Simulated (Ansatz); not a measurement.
# PtB (quartet): geometry optimisation

Where does this start of PtB (quartet) end when it is relaxed?

Program: Ansatz 0.2.0, Gaussian basis. Level of theory: UKS PBE0/def2-TZVP. These are calculated values, not measurements.

### 1 Where the work starts

2 atoms, charge 0, spin multiplicity 4.

Atoms are counted from 1 here; the program's logs count them from 0.

Bond lengths: Pt1–B2 2.200 Å.

As a file:

```
Pt    0.00000    0.00000    0.00000
B     0.00000    0.00000    2.20000
```

The start is set by covalent radii. Sticks and bond lists go by distance. No spin-orbit coupling is included. Elements past krypton take def2 core potentials.

### 2 The run

in.yaml

```yaml
crystal:
  periodic: [false, false, false]
  atoms:
    - {symbol: Pt, position_ang: [0.000000, 0.000000, 0.000000]}
    - {symbol: B, position_ang: [0.000000, 0.000000, 2.200000]}
basis:
  gaussian: {orbitals: def2-TZVP}
magnetization: {spin_polarized: true, initial_magnetization: 3}
hamiltonian: {xc: pbe0}
relax: {f_tol: 0.004, max_steps: 80}
```

On the command line:

```bash
$ ansatz run in.yaml --threads 1 --pin off --events-out ev --progress --plain --max-ram 2176MiB
```

Before running it: what results should come out? Wanted: energy gained; shift from the start; total energy; dipole moment; ⟨S²⟩.

The runs gave:

```
                  quantity          value
                     steps              4
             energy gained       0.584 eV
shift from the start (rms)        0.159 Å
              total energy  -3917.6902 eV
             dipole moment         1.57 D
                      ⟨S²⟩          3.767
```

**Reading.** The bonds of the start are those of the end. Pt1–B2 went from 2.200 to 1.882 Å. No vibrations were run, so this is a stationary point, not a proven minimum, and this spin need not be the ground state's.
